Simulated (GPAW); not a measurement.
# SrMg3O4 (P4/mmm) in GPAW: single point with LDA

Aim: the single point of SrMg3O4 with LDA.

Program: GPAW 26.7.0. These are calculated values, not measurements. Logs are shortened: lines on timing, memory, paths and dates and some standing lists are left out, and cuts for length are marked. The log counts tension as positive stress, the text compression.

## 1. The crystal as given

It takes space group P4/mmm (No. 123, tetragonal). The conventional cell has a = 3.301 Å, b = 3.301 Å, c = 8.980 Å, α = 90.00°, β = 90.00°, γ = 90.00°. Sr (site symmetry 4/mmm) is surrounded by 6 O at 2.33 to 2.47 Å. Mg (site symmetry 4mm) is surrounded by 5 O at 2.04 to 2.33 Å. Around Mg (site symmetry 4/mmm) lie 2 O at 2.02 Å. O (site symmetry 4/mmm) has 6 Mg at 2.04 to 2.33 Å as nearest neighbours. Around O (site symmetry 4mm) lie 1 Mg at 2.02 Å. O (site symmetry 4/mmm) is surrounded by 4 Sr at 2.33 Å and 2 Mg at 2.45 Å.

The cell comes from a database or a generator and needn't be the stable form of this composition.

## 2. Single point, LDA

Contents of run.py:

```python
from ase import Atoms
from ase.dft.bandgap import bandgap
from ase.io import write
from ase.units import Bohr, GPa
from gpaw import GPAW, PW
from gpaw.elf import elf_from_dft_calculation

atoms = Atoms(['Sr', 'Mg', 'Mg', 'Mg', 'O', 'O', 'O', 'O'],
              cell=[[3.301496, 0.0, 0.0],
                    [0.0, 3.301496, 0.0],
                    [0.0, 0.0, 8.979608]],
              scaled_positions=[[0.0, 0.0, 0.0],
                                [0.5, 0.5, 0.272347],
                                [0.0, 0.0, 0.5],
                                [0.5, 0.5, 0.727653],
                                [0.5, 0.5, 0.5],
                                [0.0, 0.0, 0.725016],
                                [0.5, 0.5, 0.0],
                                [0.0, 0.0, 0.274984]],
              pbc=True)

calc = GPAW(mode=PW(800),
            xc='LDA',
            kpts={'size': (8, 8, 3), 'gamma': True},
            occupations={'name': 'methfessel-paxton', 'order': 0, 'width': 0.05},
            nbands=52,
            convergence={'density': 1e-05, 'energy': 1e-05},
            maxiter=150,
            txt='gpaw.txt')
atoms.calc = calc
energy = atoms.get_potential_energy()
forces = atoms.get_forces()
stress = atoms.get_stress()
calc.write('gs.gpw')
write('result.traj', atoms)
print(f'Energy: {energy:.6f} eV')
print('Forces (eV/A):')
print(forces.round(4))
print('Stress (GPa):', (stress / GPa).round(3))
print('Fermi level:', round(calc.get_fermi_level(), 4), 'eV')
print(f'Gap: {bandgap(calc)[0]:.4f} eV, direct: {bandgap(calc, direct=True)[0]:.4f} eV')

# fields on the real-space grid
write('density.cube', atoms, data=calc.get_pseudo_density() * Bohr**3)
write('potential.cube', atoms, data=calc.get_electrostatic_potential())
write('elf.cube', atoms, data=elf_from_dft_calculation(calc).data)
```

Potentials or basis: the program's PAW data sets (release 1.2.1) made for this functional, pw.

Command:

```console
$ OMP_NUM_THREADS=1 python run.py
```

gpaw.txt:

```text
__  _  _
 | _ |_)|_||  |
 |__||  | ||/\| - 26.7.0

Input parameters:
  mode=PW(ecut=800.0),
  convergence={'density': 1e-05, 'energy': 1e-05},
  kpts=MonkhorstPack(size=(8, 8, 3), gamma=True),
  maxiter=150,
  nbands=52,
  occupations=Occupations(name='methfessel-paxton', order=0, width=0.05),
  xc=XC(name='LDA')

Diagonalizing LCAO Hamiltonian
Converting LCAO to pw mode
   .-------.
  /|       |
 * |       |
 | |       |
 | |  Mg   |
 O |       |
 | |  O    |
 Mg|       |
 | |       |
 | |  Mg   |
 O |       |
 | .-------.
 |/   O   /
 Sr------*

Atoms  # Å, Bohr magnetons
|   | symbol |        x |        y |        z |    initial magnetic moments |
|---|--------|----------|----------|----------|-----------------------------|
| 0 |     Sr | 0.000000 | 0.000000 | 0.000000 | ( 0.0000,  0.0000,  0.0000) |
| 1 |     Mg | 1.650748 | 1.650748 | 2.445569 | ( 0.0000,  0.0000,  0.0000) |
| 2 |     Mg | 0.000000 | 0.000000 | 4.489804 | ( 0.0000,  0.0000,  0.0000) |
| 3 |     Mg | 1.650748 | 1.650748 | 6.534039 | ( 0.0000,  0.0000,  0.0000) |
| 4 |      O | 1.650748 | 1.650748 | 4.489804 | ( 0.0000,  0.0000,  0.0000) |
| 5 |      O | 0.000000 | 0.000000 | 6.510359 | ( 0.0000,  0.0000,  0.0000) |
| 6 |      O | 1.650748 | 1.650748 | 0.000000 | ( 0.0000,  0.0000,  0.0000) |
| 7 |      O | 0.000000 | 0.000000 | 2.469249 | ( 0.0000,  0.0000,  0.0000) |

Unit cell  # Å
| periodic |        x |        y |        z |  lengths |    angles |
|----------|----------|----------|----------|----------|-----------|
|      yes | 3.301496 | 0.000000 | 0.000000 | 3.301496 | 90.000000 |
|      yes | 0.000000 | 3.301496 | 0.000000 | 3.301496 | 90.000000 |
|      yes | 0.000000 | 0.000000 | 8.979608 | 8.979608 | 90.000000 |

Number of symmetries: 16
Symmetry operations  # r_c * U_cc + t_c -> r_c
|    | kind |            matrix            |
|----|------|------------------------------|
|  0 |  E   |  1, 0, 0,  0, 1, 0,  0, 0, 1 |
|  1 |  σ   |  1, 0, 0,  0, 1, 0,  0, 0,-1 |
|  2 |  σ   |  1, 0, 0,  0,-1, 0,  0, 0, 1 |
|  3 |  C2  |  1, 0, 0,  0,-1, 0,  0, 0,-1 |
|  4 |  σ   |  0, 1, 0,  1, 0, 0,  0, 0, 1 |
|  5 |  C2  |  0, 1, 0,  1, 0, 0,  0, 0,-1 |
|  6 |  C4  |  0, 1, 0, -1, 0, 0,  0, 0, 1 |
|  7 |  S4  |  0, 1, 0, -1, 0, 0,  0, 0,-1 |
|  8 |  C4  |  0,-1, 0,  1, 0, 0,  0, 0, 1 |
|  9 |  S4  |  0,-1, 0,  1, 0, 0,  0, 0,-1 |
| 10 |  σ   |  0,-1, 0, -1, 0, 0,  0, 0, 1 |
| 11 |  C2  |  0,-1, 0, -1, 0, 0,  0, 0,-1 |
| 12 |  σ   | -1, 0, 0,  0, 1, 0,  0, 0, 1 |
| 13 |  C2  | -1, 0, 0,  0, 1, 0,  0, 0,-1 |
| 14 |  C2  | -1, 0, 0,  0,-1, 0,  0, 0, 1 |
| 15 |  i   | -1, 0, 0,  0,-1, 0,  0, 0,-1 |

BZ-sampling:
  Number of BZ points: 192
  Number of IBZ points: 30

  Monkhorst-Pack size: [8, 8, 3]
  Monkhorst-Pack shift: [0.0625, 0.0625, 0.0]

K-points  # in reciprocal-cell coordinates
|     |                                coordinates |     weight |
|-----|--------------------------------------------|------------|
|   0 | (  0.00000000,   0.00000000,   0.00000000) | 0.00520833 |
[... 73 lines left out ...]
    projectors
    | kind |    occ | energy [eV] | rcut [Å] |
    |------|--------|-------------|----------|
    |   2s |  2.000 |     -79.291 |    1.090 |
    |   3s |  2.000 |      -4.782 |    1.090 |
    |   2p |  6.000 |     -46.725 |    1.085 |
    |   3p |  0.000 |      -1.374 |    1.085 |
    |    d |        |       0.000 |    1.037 |

    Using partial waves for Mg as LCAO basis

  O:
    name:    Oxygen
    Z:       8.0
    valence: 6
    core:    2
    charge:  0.0  # [|e|]
    compensation charges:
      type: gauss
      rc: 0.21  # [Å]
      lmax: 2
    cutoffs:
      filter: 1.17  # [Å]
      core: 0.83  # [Å]
    projectors
    | kind |    occ | energy [eV] | rcut [Å] |
    |------|--------|-------------|----------|
    |   2s |  2.000 |     -23.752 |    0.688 |
    |   2p |  4.000 |      -9.195 |    0.598 |
    |    s |        |       3.459 |    0.688 |
    |    p |        |      18.016 |    0.598 |
    |    d |        |       0.000 |    0.619 |

    Using partial waves for O as LCAO basis

Reference energy: -110790.057387  # eV

eigensolver:
  PPCG
  Converge bands: occupied
  niter=2

density mixing:
  MSR1-Mixer
  Pratt-step length: 0.05
  Maximum mixing coefficient: 0.75
  Old densities: 10
  SVD Regularization: 0.005
  Good broyden scale: 1.0
  Trust region scale: 1.0
  Backstep threshold: 4.0
  History deletion threshold: 6.0
  Fourier metric: weight=20.0, sigma=0.015

occupation numbers:
  Methfessel-Paxton:
    width: 0.0500  # eV
    order: 0

poisson solver:
  ecut: 6400.0  # eV

xc functional:
  name: None

convergence criteria:
- Maximum integral of absolute [dens]ity change: 1e-05 electrons / valence electron
- Maximum [total energy] change in last 3 cyles: 1e-05 eV / valence electron
- Maximum integral of absolute [eigenst]ate change: 4e-08 eV^2 / valence electron
maximum number of iterations: 150

SCF iterations
|iter     | |      energy | eigst |  dens |
|---------|-|-------------|-------|-------|
|iter:   1| |  -58.381277 | +0.49 |       |
|iter:   2| |  -56.716402 | -1.31 | -0.94 |
|iter:   3| |  -52.387967 | -1.21 | -1.01 |
|iter:   4| |  -52.167988 | -2.34 | -1.46 |
|iter:   5| |  -52.136100 | -2.78 | -1.74 |
|iter:   6| |  -52.134340 | -4.14 | -2.53 |
|iter:   7| |  -52.134243 | -5.34 | -2.91 |
|iter:   8| |  -52.134238c| -5.94 | -3.29 |
|iter:   9| |  -52.134234c| -6.51 | -3.99 |
|iter:  10| |  -52.134233c| -7.79c| -4.32 |
|iter:  11| |  -52.134233c| -8.28c| -5.04c|

Converged in 11 steps
Energy contributions relative to reference atoms: (reference = -110790.057387)

Energy contributions:
  Kinetic:          38.015083
  Coulomb:         -33.024713
  Zero:              0.032093
  External:          0.000000
  Xc:              -57.156696
  Entropy:          -0.000000
  Spinorbit:         0.000000
  ----------------------------
  Free energy:     -52.134233
  Extrapolated:    -52.134233

dipole moment: (-36.132465, -36.132465, -60.129874)  # |e|*Ang

Fermi level: 4.830
Eigenvalues  # (at kpt = [0.000, 0.000, 0.000])
| band index |      eig [eV] | occ [0-2] |
|------------|---------------|-----------|
|          0 |       -69.013 |     2.000 |
|        ... |               |           |
|         24 |         2.467 |     2.000 |
|         25 |         2.922 |     2.000 |
|         26 |         2.922 |     2.000 |
|         27 |         3.536 |     2.000 |
|         28 |         3.603 |     2.000 |
|         29 |         3.603 |     2.000 |
[... 8 lines left out ...]
|         38 |        13.209 |     0.000 |
|         39 |        13.416 |     0.000 |
|        ... |               |           |
|         51 |        20.053 |     0.000 |

Gap: 2.073 eV
Transition (v -> c):
  (s=0, k=28, n=31, [0.50, 0.50, 0.00]) -> (s=0, k=0, n=32, [0.00, 0.00, 0.00])
Direct/indirect transitions are different
Direct gap: 2.301 eV
Transition at: (s=0, k=0, n=31, [0.00, 0.00, 0.00])

Forces  # eV/Ang
|        x |        y |        z |
|----------|----------|----------|
|  0.00000 |  0.00000 |  0.00000 |  # Sr   0
|  0.00000 |  0.00000 |  0.19349 |  # Mg   1
| -0.00000 | -0.00000 |  0.00000 |  # Mg   2
|  0.00000 |  0.00000 | -0.19349 |  # Mg   3
|  0.00000 |  0.00000 |  0.00000 |  # O    4
|  0.00000 |  0.00000 | -0.10739 |  # O    5
| -0.00000 |  0.00000 |  0.00000 |  # O    6
|  0.00000 |  0.00000 |  0.10739 |  # O    7

Stress tensor  # eV/Ang^3
|        x |        y |        z |
|----------|----------|----------|
| 0.048651 | 0.000000 | 0.000000 |
| 0.000000 | 0.048651 | 0.000000 |
| 0.000000 | 0.000000 | 0.056553 |

# Writing to gs.gpw (mode='')
```

Run time: 3 min. Hardware: 1 thread of Arm Neoverse V1, shared host; peak memory 0.36 GiB.

Results:

```
Free energy            : -52.1342 eV
Pressure               : -8.2 GPa
Largest force          : 0.193 eV/Å
Band gap on the k mesh : 2.07 eV, indirect (least direct gap 2.30 eV)
```

Forces in eV/Å, atoms in the order of the input:
```
Sr   0.000  0.000  0.000
Mg   0.000  0.000  0.193
Mg   0.000  0.000  0.000
Mg   0.000  0.000 -0.193
O    0.000  0.000  0.000
O    0.000  0.000 -0.107
O    0.000  0.000  0.000
O    0.000  0.000  0.107
```

Stress tensor (GPa, compression positive):
```
-7.79  0.00  0.00
 0.00 -7.79  0.00
 0.00  0.00 -9.06
```

Caveat: an odd mesh through Γ misses points on the zone boundary, where band edges often lie.
